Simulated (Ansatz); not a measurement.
Consider a check of PAW against all-electron LAPW of Al₃Cu, space group Pm-3m (Ansatz 0.2.0, Python API).

`paw_lapw.py`:
```python
"""Checking the PAW result for Al3Cu with LAPW."""

import ansatz
import numpy as np
import pandas as pd


def count_gap(report):
    # lowest empty less highest filled band, counting bands; zero where they overlap
    return max(report.get("gap_by_band_count_ev") or 0.0, 0.0)


def main() -> None:
    lattice = ansatz.Lattice.of(
        (3.924151, 0.0, 0.0),
        (0.0, 3.924151, 0.0),
        (0.0, 0.0, 3.924151),
    )
    sites = [
        ("Al", (0.0, 0.5, 0.5)),
        ("Al", (0.5, 0.0, 0.5)),
        ("Al", (0.5, 0.5, 0.0)),
        ("Cu", (0.0, 0.0, 0.0)),
    ]
    system = ansatz.Crystal(lattice=lattice)
    for symbol, position in sites:
        system = system.atom(symbol, position)

    calc = (
        system.calculation()
        .functional("lda")
        .kpoints(6, 6, 6)
        .occupations("Marzari-Vanderbilt", width=0.15)
        .stress()
        .forces()
        .band_table()
    )
    variants = {
        "PAW": calc.pseudopotentials("paw"),
        "LAPW": calc.pseudopotentials("all_electron", lapw=True),
    }
    # totals differ by the cores that each treatment holds, so compare what does not depend on them
    rows = []
    for label, variant in variants.items():
        r = variant.run().report
        levels = np.array(r["eigenvalues_ev"][0]) - r["fermi_energy_ev"]
        print(label, "levels at the first k-point near E_F:", np.round(levels[np.abs(levels) < 5], 3))
        rows.append((label, r["n_electrons"], np.trace(r["stress_gpa"]) / 3, count_gap(r)))
    print(pd.DataFrame(rows, columns=["treatment", "electrons in bands", "P GPa", "gap by band count eV"]).round(4).to_string(index=False))


if __name__ == "__main__":
    main()
```

How well do the two treatments of the cores agree on the pressure?

PAW gives -5.272 GPa and LAPW -5.265 GPa, 0.006 GPa apart. They took 1.2 and 12.6 s of processor time.

The run itself:

Running `python paw_lapw.py` prints:
```text
DeckWarning: basis.ecutwfc = 420 eV, auto-derived from the records' recommended cutoffs: set by Al (normal level)
PAW levels at the first k-point near E_F: [-4.352 -4.352 -3.643 -3.643 -3.643 -2.433 -2.433 -2.433 -0.634  0.341
  0.341]
LAPW levels at the first k-point near E_F: [-4.353 -4.353 -3.644 -3.644 -3.644 -2.438 -2.438 -2.438 -0.627  0.34
  0.34 ]
treatment  electrons in bands   P GPa  gap by band count eV
      PAW                28.0 -5.2717                   0.0
     LAPW                52.0 -5.2654                   0.0
```
(Warnings from the package without file and line.)

Caveats:
- The computed bands are complete only to about 2.3 eV above the Fermi level.
- For a metal this k-point mesh is coarse: on a finer one energies can move by several to tens of meV an atom and pressures by half a GPa or more, differences at one mesh by less.
- A gap by band count of zero or less means overlapping bands, a metal.
- At these settings the cell as given stands under about -5 GPa, so it isn't at this functional's equilibrium volume.
- This cell is a computed structure, which may not be the phase found in nature.
- Levels are Kohn-Sham eigenvalues on this mesh.
- Pressure is positive in compression; the treatments may keep other shells as core, so totals and counts of electrons can differ.
- Run time: 16 s on 1 thread of Intel(R) Xeon(R) Processor @ 2.30GHz (shared host), peak memory 0.65 GiB.
